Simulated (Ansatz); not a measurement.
## MgC2 in Ansatz: the effect of target pressure

MgC2:

```
Mg C
1.0
     3.95078    0.00000    0.00000
     0.00000    3.95078    0.00000
     0.00000    0.00000    4.98709
Mg C
2 4
Cartesian
  0.0000 0.0000 2.4935
  1.9754 1.9754 0.0000
  1.5315 2.4192 2.4935
  0.4439 0.4439 0.0000
  2.4192 1.5315 2.4935
  3.5069 3.5069 0.0000
```

The cell comes from a database or a generator and needn't be the stable form of this composition.

Alike in all runs:

- Program: Ansatz 0.2.0
- Task: relaxation of cell and atoms
- Functional: PBEsol
- Potentials or basis: Ansatz PAW
- Cutoff: 420 eV (not typed: the program's choice for these potentials)
- k mesh: 7 × 7 × 6
- Occupations: fermi-dirac, width 0.05 eV
- Spin: no spin polarisation

Each run relaxes the cell or the atoms first.

| target pressure | relaxed volume (Å³/atom) | gap on the mesh (eV) |
| --- | --- | --- |
| 0 GPa | 12.60 | 2.36 |
| 2 GPa | 12.29 | 2.26 |
| 5 GPa | ? | ? |
| 10 GPa | 11.38 | 1.93 |
| 20 GPa | 10.58 | 1.59 |
| 30 GPa | 9.99 | 1.32 |

**Question.** What does the run with target pressure 5 GPa give?

**Answer.** Relaxed volume 11.91 Å³/atom; gap on the mesh 2.12 eV.

Worked out: In Murnaghan's law V^(-B') rises as a straight line in P. The other rows fit best with B' = 3.8, V0 = 12.59 Å³/atom and B0 = 81 GPa, which gives 11.91 Å³/atom at 5 GPa, against the run's 11.91. A parabola through the other rows of the gap on the mesh, of slope -0.0424 eV per GPa there, gives 2.13 eV, against the run's 2.12.

Caveats: odd divisions of the mesh miss points on the zone boundary, where band edges often lie, so the gap on the mesh can be too wide; the plane-wave basis is chosen anew once the cell has moved, so the energies of steps on either side of that aren't comparable; the PAW data sets come from PBE, with cores solved anew for the run's functional, which leaves a small shift of forces and pressure; the volume moved by over 15 % at a fixed basis, so the end points are rough (some runs).

A k mesh can miss the band edges.
